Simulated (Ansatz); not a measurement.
Predict the output of the script below (Ansatz 0.2.0 through its Python package).

The script, `torsion_fh2issi.py`:
```python
# -*- coding: utf-8 -*-
import ansatz
from ase import Atoms

atoms = Atoms(["F", "Si", "S", "I", "H", "H"], positions=[
    [-0.1916, -1.5982, 0.7838],
    [0.3639, -0.3829, -0.1348],
    [-1.2888, 0.7607, -0.9462],
    [1.8148, 1.0912, 1.2579],
    [1.1772, -0.9628, -1.2548],
    [-1.8334, 1.028, 0.2479],
])

first = ansatz.Crystal.molecule_from_ase(atoms).calculation()
first = first.basis(gaussian="def2-SVP").functional("r2scan")
first = first.relax(force_tolerance=0.02, max_steps=80)
atoms.positions = first.run(threads=1).report["positions_ang"]

start = atoms.get_dihedral(0, 1, 2, 5)
energies = {}
for turn in range(0, 360, 30):
    turned = atoms.copy()
    turned.set_dihedral(0, 1, 2, 5, start + turn, indices=[2, 5])
    setup = (
        ansatz.Crystal.molecule_from_ase(turned).calculation()
        .basis(gaussian="def2-SVP")
        .functional("r2scan")
    )
    energies[round((start + turn) % 360)] = setup.run(threads=1).report["free_energy_ev"]
floor = min(energies.values())
print("dihedral F0-Si1-S2-H5 (deg)   E - E(min) (eV)")
for angle, e in sorted(energies.items()):
    print(f"{angle:8d} {(e - floor):14.3f}  " + "#" * int(30 * (e - floor) / max(max(energies.values()) - floor, 1e-9)))
```

Output of `python torsion_fh2issi.py`:
```text
dihedral F0-Si1-S2-H5 (deg)   E - E(min) (eV)
       7          0.093  #######################
      37          0.035  ########
      67          0.000
      97          0.034  ########
     127          0.095  ########################
     157          0.117  ##############################
     187          0.109  ###########################
     217          0.097  #########################
     247          0.078  ###################
     277          0.062  ###############
     307          0.079  ####################
     337          0.108  ###########################
```

The lowest point is at 67° and the highest at 157°, 0.117 eV (11.3 kJ/mol) above it, with the rest of the molecule held.

What to keep in mind:
- The scan is rigid and the energies are electronic, in a modest basis. With rigid groups the curve can differ much from the relaxed path, the start wasn't checked as a minimum of this torsion, and equivalent turns needn't return to the same energy.
- def2 sets replace the cores of elements past krypton by effective core potentials.
- Wall time of the script: 98 s on 1 thread of Arm Neoverse V2, on a shared host, peak memory 0.24 GiB.

(A comment or docstring line of the script was reworded after the run, the code is as it ran; lines on the test bed's own set-up are left out of the output.)
